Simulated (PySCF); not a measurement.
**C2H3AgClN (SMILES CC#[N+][Ag-][Cl]): levels of theory compared**

Wanted: a comparison of 3 runs (HF/3-21G, M06-2X/def2-SVP, B3LYP/def2-TZVP) of C2H3AgClN. The job is set up through a Python script.

Program for the calculation: PySCF 2.14.0.

### 1 The structure to begin with

C2H3AgClN: 8 atoms, total charge 0, spin state singlet. SMILES: `CC#[N+][Ag-][Cl]`. Geometry: a GFN2-xTB relaxation, a rough one for these elements and not checked as a minimum.

Bond lengths: C1–C2 1.426 Å, C2–N3 1.149 Å, N3–Ag4 2.036 Å, Ag4–Cl5 2.197 Å, C1–H6 1.090 Å, C1–H7 1.090 Å, C1–H8 1.090 Å. Angles: C1–C2–N3 179.9°, C2–N3–Ag4 176.5°, N3–Ag4–Cl5 179.4°, C2–C1–H6 109.6°, C2–C1–H7 109.6°, C2–C1–H8 109.6°, H6–C1–H7 109.4°, H6–C1–H8 109.3°, H7–C1–H8 109.3°.

### 2 Energy and gradient at HF/3-21G (run 1)

job.py

```python
# CC#[N+][Ag-][Cl]
from pyscf import gto, scf

mol = gto.Mole()
mol.atom = '''
C        0.158410      -1.495290       0.969460
C        0.040100      -0.325320       0.163610
N       -0.057890       0.617060      -0.486280
Ag      -0.248470       2.352760      -1.532740
Cl      -0.457920       4.236390      -2.643130
H        0.156990      -1.214410       2.022900
H        1.090360      -2.009780       0.733940
H       -0.681580      -2.161390       0.772240
'''
mol.spin = 0
mol.charge = 0
mol.verbose = 3
mol.basis = '3-21g'
mol.max_memory = 1860
mol.build()

hf = scf.RHF(mol)
hf.conv_tol = 1e-10
hf.kernel()
if not hf.converged:
    hf = hf.newton().run(hf.mo_coeff, hf.mo_occ)

e_tot = hf.e_tot
print('E(%s) = %.9f' % ('HF', e_tot))
grad = hf.nuc_grad_method().kernel()
hf.analyze()
```

On the command line:

```
$ OMP_NUM_THREADS=1 python job.py
```

Output:

```text
converged SCF energy = -5762.06343339083
[... 21 lines left out ...]
MO #12  energy= -14.6640703780839  occ= 2
[... 13 lines left out ...]
MO #26  energy= -2.54840019136764  occ= 2
[... 13 lines left out ...]
MO #40  energy= -0.485890525726858 occ= 2
[... 13 lines left out ...]
MO #54  energy= 0.324283755638037  occ= 0
[... 13 lines left out ...]
MO #68  energy= 1.165383596328     occ= 0
[... 13 lines left out ...]
MO #82  energy= 3.26675270820201   occ= 0
[... 9 lines left out ...]
Dipole moment(X, Y, Z, Debye):  1.26202, -11.68390,  7.31003
```

Wall time 5.4 s (1 thread of Intel Xeon at 2.70GHz, shared host); peak memory 0.16 GiB.

### 3 Energy and forces at M06-2X/def2-SVP (core potential) (run 2)

mol.xyz

```xyz
8
C2H3AgClN
C      0.158410    -1.495290     0.969460
C      0.040100    -0.325320     0.163610
N     -0.057890     0.617060    -0.486280
Ag    -0.248470     2.352760    -1.532740
Cl    -0.457920     4.236390    -2.643130
H      0.156990    -1.214410     2.022900
H      1.090360    -2.009780     0.733940
H     -0.681580    -2.161390     0.772240
```

job.py

```python
import pyscf.grad
from pyscf import gto, dft

mol = gto.M(
    atom='mol.xyz',
    basis='def2-svp',
    ecp={'Ag': 'def2-svp'},
    max_memory=1860,
    verbose=4,
)

ks = dft.RKS(mol)
ks.xc = 'm06-2x'
ks.grids.level = 5
ks.conv_tol = 1e-10
ks.kernel()
if not ks.converged:
    ks = ks.newton().run(ks.mo_coeff, ks.mo_occ)

etot = ks.e_tot
print('E = %.10f Eh' % etot)
grad = ks.Gradients().kernel()
dip = ks.dip_moment()
pop, q = ks.mulliken_pop()
```

On the command line:

```
$ OMP_NUM_THREADS=1 python job.py
```

Output:

```text
PySCF version 2.14.0

[... 58 lines left out ...]
WARN: HOMO 0.0657011239625172 == LUMO 0.066197226097789
[... 26 lines left out ...]
converged SCF energy = -739.584075601865
[... 13 lines left out ...]
Dipole moment(X, Y, Z, Debye):  1.06109, -9.86225,  6.21653
[... 115 lines left out ...]
charge of    7H =      0.11318
```

Run time: 69 s. Hardware: 1 thread of Intel Xeon at 2.70GHz, shared host; peak memory 1.1 GiB.

### 4 Energy and gradient at B3LYP/def2-TZVP (core potential) (run 3)

geometry.xyz

```xyz
8

C      0.158410    -1.495290     0.969460
C      0.040100    -0.325320     0.163610
N     -0.057890     0.617060    -0.486280
Ag    -0.248470     2.352760    -1.532740
Cl    -0.457920     4.236390    -2.643130
H      0.156990    -1.214410     2.022900
H      1.090360    -2.009780     0.733940
H     -0.681580    -2.161390     0.772240
```

calc.py

```python
import pyscf.grad
from pyscf import gto, dft

mol = gto.Mole()
mol.atom = 'geometry.xyz'
mol.ecp = {'Ag': 'def2-svp'}
mol.verbose = 4
mol.basis = 'def2-tzvp'
mol.max_memory = 1860
mol.spin = 0
mol.build()

mf = dft.RKS(mol)
mf.xc = 'b3lyp'
mf.grids.level = 5
mf.conv_tol = 1e-10
mf.kernel()
if not mf.converged:
    mf = mf.newton().run(mf.mo_coeff, mf.mo_occ)

e_final = mf.e_tot
print(f'total energy: {e_final:.8f} hartree')
grad = mf.Gradients().kernel()
mf.analyze()
```

On the command line:

```
$ OMP_NUM_THREADS=1 python calc.py
```

Output:

```text
PySCF version 2.14.0

[... 133 lines left out ...]
MO #23  energy= -0.342121912390432 occ= 2
[... 32 lines left out ...]
MO #56  energy= 0.432274056226425  occ= 0
[... 32 lines left out ...]
MO #89  energy= 1.43611070156373   occ= 0
[... 32 lines left out ...]
MO #122 energy= 2.30699616013652   occ= 0
[... 32 lines left out ...]
MO #155 energy= 3.45531311696076   occ= 0
[... 32 lines left out ...]
MO #188 energy= 109.404233661388   occ= 0
[... 199 lines left out ...]
Dipole moment(X, Y, Z, Debye):  1.03873, -9.65805,  6.09213
```

Run time: 2.5 min. Hardware: 1 thread of Intel Xeon at 2.70GHz, shared host; peak memory 2.7 GiB.

### 5 The series

| run | level | core potential | integration grid | energy (Eh) | dipole moment (D) | HOMO energy (eV) | LUMO energy (eV) | wall time |
| --- | --- | --- | --- | --- | --- | --- | --- | --- |
| 1 | HF/3-21G | – | – | -5762.063433 | 13.84 | -9.33 | 2.08 | 5.4 s |
| 2 | M06-2X/def2-SVP (core potential) | def2-svp | 5 | -739.584076 | 11.71 | -7.73 | 0.20 | 69 s |
| 3 | B3LYP/def2-TZVP (core potential) | def2-svp | 5 | -740.151962 | 11.47 | -6.49 | -1.13 | 2.5 min |

### 6 What came out

| quantity | value |
| --- | --- |
| run 3: total energy | -740.15196 Eh |
| run 3: dipole moment | 11.47 D |
| run 3: HOMO energy | -6.49 eV |
| run 3: LUMO energy | -1.13 eV |
| run 3: HOMO–LUMO gap | 5.36 eV |
| run 3: largest force on an atom | 1.261 eV/Å |

**Reading.** The dipole moment (its size) runs from 11.47 D (B3LYP/def2-TZVP) to 13.84 D (HF/3-21G). The two ends differ in method and basis and core potential. The HOMO–LUMO gap runs from 5.36 eV (B3LYP/def2-TZVP) to 11.41 eV (HF/3-21G). Totals of different functionals can't be ranked against each other. Some runs of one species differ in core potentials or relativity; totals across that change don't compare. In run 1 relativity is left out where basis or elements ask for it. All runs together took 3.7 min, the longest 2.5 min.
